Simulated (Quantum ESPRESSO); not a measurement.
The system is OsI.

```
Os I
1.0
     3.38529    0.00000    0.00000
     0.00000    3.38529    0.00000
     0.00000    0.00000    3.38529
Os I
1 1
Direct
  0.50000 0.50000 0.50000
  0.00000 0.00000 0.00000
```

The cell was built by a generator and needn't be a form met in nature.

Base run:

```yaml
Program: Quantum ESPRESSO 7.5
Functional: PBE
Potentials_or_basis: PseudoDojo 0.4.1 SR PBE standard
Cutoff: 1007 eV
Density_cutoff: 4027 eV
k_mesh: 8 × 8 × 8
Occupations: fermi-dirac, width 0.05 eV
Spin: no spin polarisation
```

Its results: band gap on the k mesh none (metal or under the smearing width); pressure 0.3 GPa.

Problem. The run is repeated on the same cell with these changes: potentials or basis from PseudoDojo 0.4.1 SR PBE standard to PseudoDojo 0.4 FR PBE standard; spin from no spin polarisation to spin-orbit coupling, no magnetisation. What comes out?

Solution. Band gap on the k mesh none (metal or under the smearing width); pressure 1.9 GPa.

Caveats: spin-orbit coupling is left out, which moves the levels of the heavy elements (some runs); an odd number of electrons without spin polarisation forces a metal (some runs); a magnetic or distorted state may lie lower (some runs); some levels on the path didn't converge (some runs).
